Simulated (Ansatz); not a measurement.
This script drives Ansatz's Python interface.

`methods_bcl2fgeh2.py`:
```python
"""One geometry of BCl2FGeH2, method by method."""

from pathlib import Path

import ansatz as az
import numpy as np

GEOMETRY = """
F    -1.56230    0.53420    1.45500
Ge   -0.89180   -0.09450   -0.04110
B     1.11680    0.09160   -0.00590
Cl    1.88380    1.75850    0.16260
Cl    2.18300   -1.40520   -0.14110
H    -1.26870   -1.59070   -0.18940
H    -1.46080    0.70610   -1.24010
"""

molecule = az.Crystal.molecule()
for line in GEOMETRY.strip().splitlines():
    symbol, *xyz = line.split()
    molecule = molecule.atom(symbol, [float(v) for v in xyz])

calc = molecule.calculation().basis(gaussian="def2-SVP")

print("functional    E (Ha)        dipole (D)   HOMO (eV)  LUMO (eV)")
for name in ["r2scan", "r2scan0", "pbe", "lc_wpbe"]:
    rep = calc.functional(name).forces().orbitals().run(runs_dir="runs").report
    lines = Path(rep["orbitals_path"]).read_text().splitlines()
    field_of = lambda key: [line.split("=")[1].strip() for line in lines if line.startswith(key)]
    orbitals = [(27.211386 * float(e), s, float(n)) for e, s, n in zip(field_of("Ene="), field_of("Spin="), field_of("Occup="))]
    homo = max(e for e, _, n in orbitals if n > 0.5)
    lumo = min(e for e, _, n in orbitals if n < 0.5)
    dipole = 4.803205 * np.linalg.norm(rep["charge_distribution"]["dipole_moment_e_ang"])
    print(f"{name:10s} {rep['free_energy_ev'] / 27.211386246:14.6f} {dipole:9.3f} {homo:11.3f} {lumo:10.3f}")
```

It is started by `python methods_bcl2fgeh2.py`. How long does it take on 1 thread of Arm Neoverse V2, on a shared host, and how much memory does it need?

It took about 25 s, with a peak of 0.33 GiB, for 4 runs of the engine.

```console
$ python methods_bcl2fgeh2.py
functional    E (Ha)        dipole (D)   HOMO (eV)  LUMO (eV)
r2scan       -3122.626541     1.680      -7.645     -3.498
r2scan0      -3122.584020     1.817      -8.889     -2.752
pbe          -3121.916166     1.580      -7.212     -3.613
lc_wpbe      -3122.140201     1.745     -11.313     -0.606
```

Reading the output:
- Total energies depend on the basis set; only differences at equal settings carry meaning.
- The geometry is a force-field or estimated start, not a minimum of this method, and the basis set is short of its limit. A lower total doesn't mark the better method: functionals have no common bound, and MP2 and coupled cluster aren't variational.
- Levels such as HOMO and LUMO are orbital energies: with these approximate functionals they aren't the ionisation energy and electron affinity, and their gap isn't the fundamental gap.
